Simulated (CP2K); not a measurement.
SiO, 2 atoms in the cell. It takes space group Pm-3m (No. 221, cubic). Conventional cell: a = 2.807 Å, b = 2.807 Å, c = 2.807 Å, α = 90.00°, β = 90.00°, γ = 90.00°. Around Si (site symmetry m-3m) lie 8 O at 2.43 Å. Around O (site symmetry m-3m) lie 8 Si at 2.43 Å. The cell was built by a generator and needn't be a form met in nature.

- Program: CP2K 2026.2
- Task: band structure
- Functional: PBE
- Potentials or basis: POTENTIAL_UZH Si GTH-PBE-q4, O GTH-PBE-q6; TZVP-MOLOPT-PBE-GTH basis
- Density cutoff: 8163 eV
- k mesh: 9 × 9 × 9
- Occupations: fermi-dirac, width 0.05 eV
- Spin: no spin polarisation
- SCF solver: diagonalisation with k points
- Quickstep method: GPW
- EPS_DEFAULT: 1.0E-9
- EPS_SCF: 1.0E-6
- MAX_SCF: 100
- SCF_GUESS: ATOMIC
- k points reduced by the point group: yes
- Mesh centred on Gamma: yes
- CHOLESKY: OFF
- EPS_EIGVAL: 1.0E-7
- MIXING METHOD: BROYDEN_MIXING
- MIXING ALPHA: 0.4
- NBUFFER: 8
- NGRIDS: 5
- Basis sets: Si TZVP-MOLOPT-PBE-GTH-q4, O TZVP-MOLOPT-PBE-GTH-q6
- Potentials: Si GTH-PBE-q4 of POTENTIAL_UZH, O GTH-PBE-q6 of POTENTIAL_UZH
- ADDED_MOS: [10]
- Points a segment of the path (NPOINTS): 10
- Bands added on the path: 6
- REL_CUTOFF (Ry): 60 Ry
- MIXING BETA (1/bohr): 1.5 1/bohr
- CUTOFF of the grids: 600 Ry

Potentials or basis: POTENTIAL_UZH Si GTH-PBE-q4, O GTH-PBE-q6; TZVP-MOLOPT-PBE-GTH basis.

Run with:

```console
$ OMP_NUM_THREADS=1 cp2k.psmp -i sio_bands.inp -o sio_bands.out
```

Hardware: 1 thread of Arm Neoverse V1, with other jobs on the host.

Task: Estimate the wall time of this run.

Result: It took 26 s on 1 thread of Arm Neoverse V1 (shared host), peak memory 0.25 GiB. Counts: scf iterations 13, k points 35, basis 34, bands 15, force evaluations 1.
